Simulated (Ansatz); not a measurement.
# Titanium, diamond under PBEsol: structure, energy and stiffness

Aim: take titanium in the diamond structure, relax it, solve it on a dense k-mesh, then scale the cell to 7 volumes from 88 to 112 % of the relaxed one and try a fit of the equation of state. Spin polarisation is left out. The k-meshes are 10×10×10 for the relaxation; 16×16×16 for the dense run; 11×11×11 for the volumes.

This is Ti in the diamond structure; at room conditions it is hcp.

Program: Ansatz 0.2.0. Level of theory: DFT PBEsol, plane waves (420 eV) with PAW, scalar-relativistic; the PAW data stem from PBE, with regenerated cores. These are calculated values, not measurements.

## Step 1: The starting structure

It takes space group Fd-3m (No. 227, cubic). The conventional cell has a = 5.756 Å, b = 5.756 Å, c = 5.756 Å, α = 90.00°, β = 90.00°, γ = 90.00°. Ti (site symmetry -43m) is surrounded by 4 Ti at 2.49 Å.

Structure file:

```xyz
2
Lattice="0.0000 2.8780 2.8780 2.8780 0.0000 2.8780 2.8780 2.8780 0.0000" Properties=species:S:1:pos:R:3 pbc="T T T"
Ti    0.7195    0.7195    0.7195
Ti    5.0365    5.0365    5.0365
```

## Step 2: Geometry optimisation

input.yaml

```yaml
crystal:
  lattice:
    - [0.0, 2.8780170575, 2.8780170575]
    - [2.8780170575, 0.0, 2.8780170575]
    - [2.8780170575, 2.8780170575, 0.0]
  atoms:
    - { symbol: Ti, position: [0.125, 0.125, 0.125] }
    - { symbol: Ti, position: [0.875, 0.875, 0.875] }
hamiltonian:
  xc: pbesol
  pseudopotentials:
    kind: paw
    azcp:
      Ti: "pseudopotentials/Ti.paw.azcp"
basis:
  ecutwfc: 420
  fft_grid_basis: typed
kpoints:
  mp_grid: { grid: [10, 10, 10], shift: [0, 0, 0] }
magnetization:
  spin_polarized: false
scf:
  occupations: { method: fermi_dirac, width: 0.1 }
relax:
  max_steps: 60
  f_tol: 0.01
  cell: {}
```

After this run come: Single point on a dense mesh; The cell scaled to 88 % of its volume; The cell scaled to 92 % of its volume; The cell scaled to 96 % of its volume; The cell scaled to 100 % of its volume; The cell scaled to 104 % of its volume; The cell scaled to 108 % of its volume; The cell scaled to 112 % of its volume.

Before running it: what results should come out? Wanted: space group; conventional cell; volume; shortest distance; gap on the mesh; relative to hcp; V₀, B₀, B₀′.

**Answer**, as computed:

| quantity | value |
| --- | --- |
| space group (spins left aside) | Fd-3m (No. 227) |
| conventional cell | a = 5.534 Å |
| volume | 21.182 Å³/atom |
| shortest distance | 2.396 Å |
| gap on the mesh | none (levels filled in part) |
| relative to hcp | +2388 meV/atom |
| V₀, B₀, B₀′ | 20.935 Å³/atom, 36 GPa, 1.9 |

What this shows: From the guessed start the volume shrank by 11.1 % in 5 steps. Against the reference form of titanium (hcp, computed apart with the same settings) it stands 2388 meV/atom higher, so it is far from stable. No gap shows: it is a metal or semimetal at this level. B₀ comes out at 36 GPa. The symmetry was held, so the structure may be unstable against distortions that break it.
